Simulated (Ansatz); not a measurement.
**AlBH₄O₂S: basis-set convergence**

An exercise on one series of results from a longer session: the logs are not shown, and one member is left open.

Program: Ansatz 0.2.0, Gaussian basis. Level of theory: one geometry, several basis sets. These are calculated values, not measurements.

Levels to be run: PBE0-D4/def2-SVP; ωB97M-V/def2-SVP; PBE0-D4/def2-QZVPP; ωB97M-V/def2-QZVPP; the functionals' def2-TZVPP values are taken from earlier runs.

**Structure used throughout**

An earlier PBE0-D4 in a triple-zeta def2 set relaxation fixed the geometry.

9 atoms, charge 0, spin multiplicity 1.

Atoms are counted from 1 here; the program's logs count them from 0.

Bond lengths: O1–B2 1.423 Å, O1–Al5 1.962 Å, O1–H6 0.961 Å, B2–O3 1.350 Å, B2–S4 1.781 Å, O3–H7 0.960 Å, S4–Al5 2.291 Å, Al5–H8 1.584 Å, Al5–H9 1.584 Å. Angles: B2–O1–Al5 96.1°, B2–O1–H6 120.5°, Al5–O1–H6 143.2°, O1–B2–O3 115.9°, O1–B2–S4 111.0°, O3–B2–S4 133.0°, B2–O3–H7 113.3°, B2–S4–Al5 76.2°, O1–Al5–S4 76.6°, O1–Al5–H8 107.0°, O1–Al5–H9 107.3°, S4–Al5–H8 116.4°, S4–Al5–H9 116.5°, H8–Al5–H9 121.7°.

The first run:

File in.yaml:

```yaml
crystal:
  periodic: [false, false, false]
  atoms:
    - {symbol: O, position_ang: [-0.133290, 0.038646, 0.863698]}
    - {symbol: B, position_ang: [0.106925, 0.900498, -0.243394]}
    - {symbol: O, position_ang: [0.194030, 2.217507, 0.041654]}
    - {symbol: S, position_ang: [0.236376, -0.026150, -1.758756]}
    - {symbol: Al, position_ang: [-0.103956, -1.633500, -0.162799]}
    - {symbol: H, position_ang: [-0.190758, 0.394296, 1.754899]}
    - {symbol: H, position_ang: [0.360707, 2.763069, -0.730333]}
    - {symbol: H, position_ang: [1.175631, -2.441463, 0.306011]}
    - {symbol: H, position_ang: [-1.557164, -2.259103, -0.088080]}
basis:
  gaussian: {orbitals: def2-SVP}
hamiltonian: {xc: pbe0, dispersion: d4}
output: {orbitals: {seedname: orbitals}}
```

Launch:

```bash
ansatz run in.yaml --threads 4 --pin off --events-out ev --progress --plain --max-ram 10444MiB
```

Among the steps run: PBE0-D4 in def2-SVP; ωB97M-V in def2-SVP; PBE0-D4 in def2-QZVPP; ωB97M-V in def2-QZVPP.

One table of the session follows, with a row left open; its other results are not shown here.

It belongs to the step «Density functionals: the series». 

```
functional       basis  HOMO (eV)  LUMO (eV)
   PBE0-D4    def2-SVP      -7.19       0.07
   PBE0-D4  def2-TZVPP          ?          ?
   PBE0-D4  def2-QZVPP      -7.34      -0.56
   ωB97M-V    def2-SVP      -9.25       1.73
   ωB97M-V  def2-TZVPP      -9.44       1.15
   ωB97M-V  def2-QZVPP      -9.47       0.51
```

Q: Estimate the row for PBE0-D4, def2-TZVPP from the others.

**Answer.** HOMO (eV): -7.31; LUMO (eV): -0.29. In the column «HOMO (eV)» it lies between PBE0-D4, def2-QZVPP (-7.34) and PBE0-D4, def2-SVP (-7.19).
